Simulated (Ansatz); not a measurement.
# C₂H₇GaSi: one species, many methods

Aim: compute C₂H₇GaSi with functionals from several rungs and with coupled cluster, and see how far each lands from CCSD(T) at the basis-set limit for the atomisation energy.

The runs use Ansatz 0.2.0, Gaussian basis; functionals in def2-TZVPP, the program's frozen cores in correlated methods.

The runs, in order: PBE-D4, r2SCAN-D4, PBE0-D4, B3LYP-D4, ωB97X-V, ωB97M-V, B2PLYP; CCSD(T)/def2-TZVPP; MP2/def2-QZVPP; extrapolation to the limit.

**1. Structure used throughout**

An earlier PBE0-D4 in a triple-zeta def2 set relaxation fixed the geometry.

11 atoms, charge 0, spin multiplicity 1.

Atoms are counted from 1 here; the program's logs count them from 0.

Bond lengths: Si1–C2 1.848 Å, Si1–H5 1.490 Å, Si1–H6 1.529 Å, Si1–H7 1.480 Å, C2–C3 1.369 Å, C2–Ga4 2.548 Å, C2–H8 1.085 Å, C3–Ga4 2.379 Å, C3–H9 1.086 Å, C3–H10 1.087 Å, Ga4–H11 1.667 Å. Angles: C2–Si1–H5 112.6°, C2–Si1–H6 102.5°, C2–Si1–H7 114.8°, H5–Si1–H6 103.8°, H5–Si1–H7 110.0°, H6–Si1–H7 112.3°, Si1–C2–C3 117.9°, Si1–C2–Ga4 83.9°, Si1–C2–H8 121.5°, C3–C2–Ga4 67.2°, C3–C2–H8 119.7°, Ga4–C2–H8 109.4°, C2–C3–Ga4 80.8°, C2–C3–H9 121.3°, C2–C3–H10 122.1°, Ga4–C3–H9 94.7°, Ga4–C3–H10 107.5°, H9–C3–H10 115.1° and more.

**2. PBE-D4 (GGA)**

File in.yaml:

```yaml
crystal:
  periodic: [false, false, false]
  atoms:
    - {symbol: Si, position_ang: [-0.789041, 1.113443, 0.069899]}
    - {symbol: C, position_ang: [0.292962, -0.104390, -0.802065]}
    - {symbol: C, position_ang: [1.426777, -0.527526, -0.162645]}
    - {symbol: Ga, position_ang: [-0.202870, -1.580043, 1.214971]}
    - {symbol: H, position_ang: [-0.142940, 2.447049, 0.222544]}
    - {symbol: H, position_ang: [-0.828158, 0.561939, 1.495297]}
    - {symbol: H, position_ang: [-2.142112, 1.269082, -0.508964]}
    - {symbol: H, position_ang: [-0.034126, -0.608107, -1.705119]}
    - {symbol: H, position_ang: [1.867505, 0.049532, 0.644849]}
    - {symbol: H, position_ang: [2.062990, -1.307677, -0.571621]}
    - {symbol: H, position_ang: [-1.445687, -1.370503, 0.123253]}
basis:
  gaussian: {orbitals: def2-TZVPP}
hamiltonian: {xc: pbe, dispersion: d4}
output: {forces: true, orbitals: {seedname: orbitals}}
```

Command:

```console
ansatz run in.yaml --threads 4 --pin off --events-out ev --progress --plain --max-ram 10444MiB
```

After this run come: r2SCAN-D4 (meta-GGA); PBE0-D4 (hybrid); B3LYP-D4 (hybrid); ωB97X-V (range-separated); ωB97M-V (range-separated); B2PLYP (double hybrid); CCSD(T) in def2-TZVPP; MP2 in def2-QZVPP.

Q: Predict the results of all the runs planned. Wanted: atomisation energy, CCSD(T)/CBS; farthest; mean size of error, hybrid; mean size of error, range-separated; gap, smallest and largest; T1 diagnostic; triples share of the correlation energy.

As calculated:

| quantity | value |
| --- | --- |
| atomisation energy, CCSD(T)/CBS | 3577.4 kJ/mol |
| functionals within 35.8 kJ/mol (1.0 %) | PBE-D4, r2SCAN-D4, PBE0-D4, B3LYP-D4, ωB97X-V, ωB97M-V |
| farthest | B2PLYP (-57.1 kJ/mol) |
| mean size of error, hybrid | 10.1 kJ/mol |
| mean size of error, range-separated | 10.8 kJ/mol |
| gap, smallest and largest | 3.31 eV (PBE-D4), 8.80 eV (ωB97X-V) |
| T1 diagnostic | 0.0167 |
| triples share of the correlation energy | 4.5 % |

In words: PBE-D4 is off by +32.7 kJ/mol. Double hybrids carry the basis error of their MP2 part in triple zeta, and no dispersion term here, so their miss is partly the set-up's. Misses under about 35.8 kJ/mol are within the doubt on the reference itself, which lacks core-valence correlation, relativity and higher excitations, and its outer-core shells are covered unevenly. Hartree-Fock recovers 73 % of the binding; the rest is correlation. The gap grows from 3.3 to 8.8 eV across the functionals, mostly with the share of exact exchange. Correlated methods include outer-core shells of Ga, which these sets cover unevenly.
